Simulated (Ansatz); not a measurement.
I need a Berry-phase polarisation of Li₃ClO, space group Pm-3m. Use Ansatz 0.2.0 through its Python package. Settings (first run): PBEsol, PAW, the default cutoff (420 eV here), 5×5×5 k-points, fixed occupations.

Input file `li3clo.xyz`:
```text
5
Lattice="3.908337 0.0 0.0 0.0 3.908337 0.0 0.0 0.0 3.908337" Properties=species:S:1:pos:R:3 pbc="T T T"
Li    0.00000000    1.95416850    1.95416850
Li    1.95416850    0.00000000    1.95416850
Li    1.95416850    1.95416850    0.00000000
Cl    0.00000000    0.00000000    0.00000000
O     1.95416850    1.95416850    1.95416850
```

Script `li3clo_berry.py`:
```python
import warnings

import ansatz as az
import numpy as np

warnings.simplefilter("ignore", az.DeckWarning)

structure = az.Crystal.from_extxyz("li3clo.xyz")

def solve(structure):
    return (
        structure.calculation()
        .functional("pbesol")
        .kpoints(mesh=(5, 5, 5))
        .scf(tolerance=1e-08)
        .occupations("fixed")
        .polarization()
        .run()
        .polarization()
    )


vectors = np.array(structure.lattice.vectors)
shifted = structure.move(0, to=np.array(structure.sites[0].position) + 0.02 * np.linalg.inv(vectors)[2])
before, after = solve(structure), solve(shifted)
for label, p in (("as typed", before), ("shifted", after)):
    print(label, "reduced polarisation:", [round(axis.reduced, 4) for axis in p.axes], "modulo", p.modulus)
change = np.array([b.reduced - a.reduced for a, b in zip(before.axes, after.axes)])
change -= before.modulus * np.round(change / before.modulus)
dipole = change @ vectors
print("dipole change (e A):", np.round(dipole, 4) + 0.0)
print("column of the Born charge of", structure.sites[0].symbol, "for a shift along z:", np.round(dipole / 0.02, 2) + 0.0)
```

```console
$ python li3clo_berry.py
as typed reduced polarisation: [6.0, 6.0, 6.0] modulo 1
shifted reduced polarisation: [6.0, 6.0, 6.0058] modulo 1
dipole change (e A): [0.     0.     0.0227]
column of the Born charge of Li for a shift along z: [0.   0.   1.14]
```

What to keep in mind:
- The structure comes from a database of computed cells and needn't be a stable or known phase.
- Polarisation is defined up to a quantum, so only the change along a continuous path has meaning.
- It ran for 5.5 s on 1 thread of Intel(R) Xeon(R) Platinum 8488C (Sapphire Rapids) (shared host), peak memory 0.44 GiB.

(Lines on the test bed's own set-up are left out of the output.)
